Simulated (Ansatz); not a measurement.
**C₃H₇BOSi: basis-set convergence**

How large a basis does C₃H₇BOSi need? Two functionals are run in growing sets.

Computed with Ansatz 0.2.0, Gaussian basis. Level: one geometry, several basis sets.

Plan: PBE0-D4/def2-SVP; ωB97M-V/def2-SVP; PBE0-D4/def2-QZVPP; ωB97M-V/def2-QZVPP; the functionals' def2-TZVPP values are taken from earlier runs.

### 1 Structure used throughout

The geometry comes from an earlier relaxation with PBE0-D4 in a triple-zeta def2 set; it is a stationary point, not always the lowest conformer.

SMILES `CC#CB(O)[SiH3]`, 13 atoms, charge 0, spin multiplicity 1.

Atoms are counted from 1 here; the program's logs count them from 0.

Bond lengths: C1–C2 1.446 Å, C1–H7 1.093 Å, C1–H8 1.093 Å, C1–H9 1.093 Å, C2–C3 1.211 Å, C3–B4 1.520 Å, B4–O5 1.358 Å, B4–Si6 2.029 Å, O5–H10 0.963 Å, Si6–H11 1.491 Å, Si6–H12 1.489 Å, Si6–H13 1.491 Å. Angles: C2–C1–H7 110.9°, C2–C1–H8 111.2°, C2–C1–H9 110.3°, H7–C1–H8 108.4°, H7–C1–H9 107.8°, H8–C1–H9 108.1°, C1–C2–C3 179.9°, C2–C3–B4 176.3°, C3–B4–O5 121.4°, C3–B4–Si6 119.9°, O5–B4–Si6 118.7°, B4–O5–H10 112.6°, B4–Si6–H11 110.0°, B4–Si6–H12 113.1°, B4–Si6–H13 110.0°, H11–Si6–H12 108.3°, H11–Si6–H13 107.1°, H12–Si6–H13 108.3°.

Coordinates:

```
atom     x (Å)     y (Å)     z (Å)
  C1   0.22758  -2.21401   1.89469
  C2   0.35264  -1.08374   1.00127
  C3   0.45870  -0.13550   0.25524
  B4   0.49535   1.04397  -0.70252
  O5   1.63592   1.75002  -0.91128
 Si6  -1.18649   1.58980  -1.69854
  H7   1.07748  -2.89260   1.78756
  H8  -0.68873  -2.77478   1.69555
  H9   0.19890  -1.87562   2.93385
 H10   2.37767   1.41664  -0.39488
 H11  -1.68523   0.44970  -2.51982
 H12  -0.97881   2.75743  -2.59853
 H13  -2.26458   1.93388  -0.72770
```

### 2 PBE0-D4 in def2-SVP

Contents of in.yaml:

```yaml
crystal:
  periodic: [false, false, false]
  atoms:
    - {symbol: C, position_ang: [0.227580, -2.214008, 1.894689]}
    - {symbol: C, position_ang: [0.352636, -1.083744, 1.001275]}
    - {symbol: C, position_ang: [0.458703, -0.135496, 0.255240]}
    - {symbol: B, position_ang: [0.495354, 1.043969, -0.702519]}
    - {symbol: O, position_ang: [1.635922, 1.750024, -0.911276]}
    - {symbol: Si, position_ang: [-1.186487, 1.589800, -1.698542]}
    - {symbol: H, position_ang: [1.077483, -2.892596, 1.787564]}
    - {symbol: H, position_ang: [-0.688730, -2.774776, 1.695550]}
    - {symbol: H, position_ang: [0.198897, -1.875616, 2.933851]}
    - {symbol: H, position_ang: [2.377668, 1.416642, -0.394882]}
    - {symbol: H, position_ang: [-1.685233, 0.449697, -2.519819]}
    - {symbol: H, position_ang: [-0.978810, 2.757429, -2.598529]}
    - {symbol: H, position_ang: [-2.264580, 1.933877, -0.727703]}
basis:
  gaussian: {orbitals: def2-SVP}
hamiltonian: {xc: pbe0, dispersion: d4}
output: {orbitals: {seedname: orbitals}}
```

The run is started by

```sh
> ansatz run in.yaml --threads 4 --pin off --events-out ev --progress --plain --max-ram 10444MiB
```

Further steps of the session: ωB97M-V in def2-SVP; PBE0-D4 in def2-QZVPP; ωB97M-V in def2-QZVPP.

Q: Predict the results of all the runs planned. Wanted: PBE0-D4: double and triple zeta above quadruple; ωB97M-V: double and triple zeta above quadruple.

The runs gave:

```
                                       quantity           value
PBE0-D4: double and triple zeta above quadruple   9.98, 0.59 eV
ωB97M-V: double and triple zeta above quadruple  10.24, 0.55 eV
```

PBE0-D4 gains 9.39 eV from double to triple zeta, then 0.59 eV more. These are total energies; as a rule much of such shifts cancels in differences, which this series doesn't test.
